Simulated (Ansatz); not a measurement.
**GaNH3 (quartet): from Hartree-Fock to the top rungs, cc-pVTZ**

How much of the correlation energy of GaNH3 (quartet) does each wave-function method recover here?

Program: Ansatz 0.2.0, Gaussian basis. Level of theory: cc-pVTZ, core rule «outside noble gas», up to 15 orbitals frozen. These are calculated values, not measurements.

The runs, in order: UHF; CCSD(T) on ROHF; CCSD(T) on UHF; BCCD(T) on ROHF; CCSDT(Q) on ROHF; CCSDT(Q) on UHF.

8 further runs of the same task are left out: 4 for a known fault of the program, 4 set aside as unsound or not needed.

## (1) The system

The geometry is a PBE0/def2-TZVP stationary point (not a proven minimum) of the parent state, kept for this charge and spin. No spin-orbit coupling is included. The filled d shell of Ga may be among the frozen orbitals whatever the setting's name suggests; the logs give the count.

5 atoms, charge 0, spin multiplicity 4.

Atoms are counted from 1 here; the program's logs count them from 0.

Bond lengths: N1–Ga2 1.826 Å, N1–H3 1.008 Å, N1–H4 1.006 Å, Ga2–H5 1.594 Å. Angles: Ga2–N1–H3 123.9°, Ga2–N1–H4 124.2°, H3–N1–H4 111.9°, N1–Ga2–H5 116.9°.

## (2) UHF

in.yaml

```yaml
crystal:
  periodic: [false, false, false]
  atoms:
    - {symbol: N, position_ang: [0.000000, -0.077978, 1.481722]}
    - {symbol: Ga, position_ang: [0.000000, 0.038326, -0.340129]}
    - {symbol: H, position_ang: [0.000000, -0.949104, 1.989085]}
    - {symbol: H, position_ang: [0.000000, 0.715757, 2.099370]}
    - {symbol: H, position_ang: [0.000000, -1.334192, -1.151029]}
basis:
  gaussian: {orbitals: cc-pVTZ}
magnetization: {spin_polarized: true, initial_magnetization: 3}
hamiltonian: {xc: hf}
output: {orbitals: {seedname: orbitals}}
```

Command:

```sh
$ ansatz run in.yaml --threads 1 --pin off --events-out ev --progress --plain --max-ram 4096MiB --backend cpu
```

Further steps of the session: CCSD(T) on ROHF; CCSD(T) on UHF; BCCD(T) on ROHF; CCSDT(Q) on ROHF; CCSDT(Q) on UHF.

Q: Predict the results of all the runs planned. Wanted: UCCSDT(Q) below the RHF energy; RMP2 from UCCSDT(Q); UMP2 from UCCSDT(Q); RCCSD from UCCSDT(Q); RCCSD(T) from UCCSDT(Q); UCCSD(T) from UCCSDT(Q); RCCSDT(Q) from UCCSDT(Q); T1 diagnostic.

As calculated:

| quantity | value |
| --- | --- |
| UCCSDT(Q) below the RHF energy | -7.4565 eV |
| RMP2 from UCCSDT(Q) | +1017.9 meV |
| UMP2 from UCCSDT(Q) | +1015.7 meV |
| RCCSD from UCCSDT(Q) | +249.6 meV |
| RCCSD(T) from UCCSDT(Q) | +45.6 meV |
| UCCSD(T) from UCCSDT(Q) | +29.6 meV |
| RCCSDT(Q) from UCCSDT(Q) | +16.7 meV |
| levels within 1 kcal/mol (43 meV) | UCCSD(T), RCCSDT, UCCSDT, RCCSDT(Q) |
| T1 diagnostic | 0.018 |

In words: RCCSD(T) lands +45.6 meV from the yardstick (0.6 % of the correlation energy). These misses are within one basis, not against nature; the frozen cores of restricted and unrestricted runs differ, which can shift their rows.
